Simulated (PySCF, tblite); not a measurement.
**C₇H₅ClO₂S: geometry, infrared bands and NMR shifts**

What infrared bands and NMR shifts should C₇H₅ClO₂S (`COc1c(Cl)oc2ccsc12`) show?

Computed with tblite 0.8.0 and PySCF 2.14.0, with density-fitted response routines of our own, on a single molecule in the gas phase. Atoms are numbered from 0 throughout.

## Step 1: The starting structure

16 atoms, charge 0, multiplicity 1; geometry from: force field or distance geometry start.

Bonds of the start (Å): C0–O1 1.43, O1–C2 1.37, C2–C3 1.39, C3–Cl4 1.71, C3–O5 1.36, O5–C6 1.36, C6–C7 1.42, C7–C8 1.39, C8–S9 1.73, S9–C10 1.74, C10–C2 1.41, C10–C6 1.37, C0–H11 1.09, C0–H12 1.10, C0–H13 1.10, C7–H14 1.08, C8–H15 1.08.

## Step 2: Geometry optimisation with GFN2-xTB

What the job is given:

```
{"job": {"kind": "relax", "xc": "GFN2-xTB", "basis": "xTB"}, "charge": 0, "multiplicity": 1}
C     -2.259000    -1.413400    -0.395200
O     -2.094700    -0.065900    -0.836500
C     -0.875200     0.471000    -0.537500
C     -0.533900     1.769500    -0.891400
Cl    -1.522700     2.905200    -1.709600
O      0.729100     2.068900    -0.484900
C      1.199400     0.948900     0.126800
C      2.434800     0.648100     0.749900
C      2.385900    -0.655900     1.215700
S      0.880100    -1.460000     0.912900
C      0.259900    -0.041600     0.118800
H     -1.562400    -2.086900    -0.885200
H     -2.208800    -1.486000     0.705900
H     -3.270600    -1.724500    -0.689400
H      3.270500     1.320100     0.840400
H      3.159900    -1.188500     1.747800
```

On the command line:

```sh
$ OMP_NUM_THREADS=1 python probes_run.py task.json out
```

This one command runs all jobs of the session in turn.

**Question.** This job is followed by: GFN2-xTB harmonic vibrations, gas phase; GIAO PBE0/pcSseg-1 NMR shielding, non-relativistic, gas phase. What will the session give for the following? strongest single infrared mode (GFN2-xTB); zero-point energy (GFN2-xTB); ¹³C shifts against TMS (PBE0/pcSseg-1); ¹H shifts against TMS (PBE0/pcSseg-1, means over atoms taken as alike); ¹⁷O shifts against H2O (PBE0/pcSseg-1); ³⁵Cl shifts against HCl (PBE0/pcSseg-1); ³³S shifts against CS2 (PBE0/pcSseg-1).

The runs gave:

| quantity | value |
| --- | --- |
| strongest single infrared mode (GFN2-xTB) | 1591 cm⁻¹, 141 km/mol |
| zero-point energy (GFN2-xTB) | 64.8 kcal/mol |
| ¹³C shifts against TMS (PBE0/pcSseg-1) | 157.5, 147.6, 133.4, 129.6, 124.4, 115.8, 59.4 ppm |
| ¹H shifts against TMS (PBE0/pcSseg-1, means over atoms taken as alike) | 6.99, 6.97, 4.34 ppm |
| ¹⁷O shifts against H2O (PBE0/pcSseg-1) | 254.3, 61.6 ppm |
| ³⁵Cl shifts against HCl (PBE0/pcSseg-1) | 194 ppm |
| ³³S shifts against CS2 (PBE0/pcSseg-1) | 142 ppm |

What this shows: Relaxing lowered the energy by 0.110 eV in 30 steps; the close pair that moved most is C6–C10, from 1.365 to 1.392 Å. All 42 modes are real, so the xTB geometry is a minimum. The strongest single mode, at 1591 cm⁻¹, moves mainly C2 and C3. GFN2-xTB is a fitted tight-binding method: band positions and strengths are rough. Its intensities can rank the bands wrongly. At PBE0/pcSseg-1: Shielding is most anisotropic at Cl4 (span 404 ppm, paramagnetic term -390 ppm). NICS(1)zz of -19 ppm above the planar ring from C2 marks a diatropic (aromatic) ring current. NICS(1)zz of -23 ppm above the planar ring from C6 marks a diatropic (aromatic) ring current.
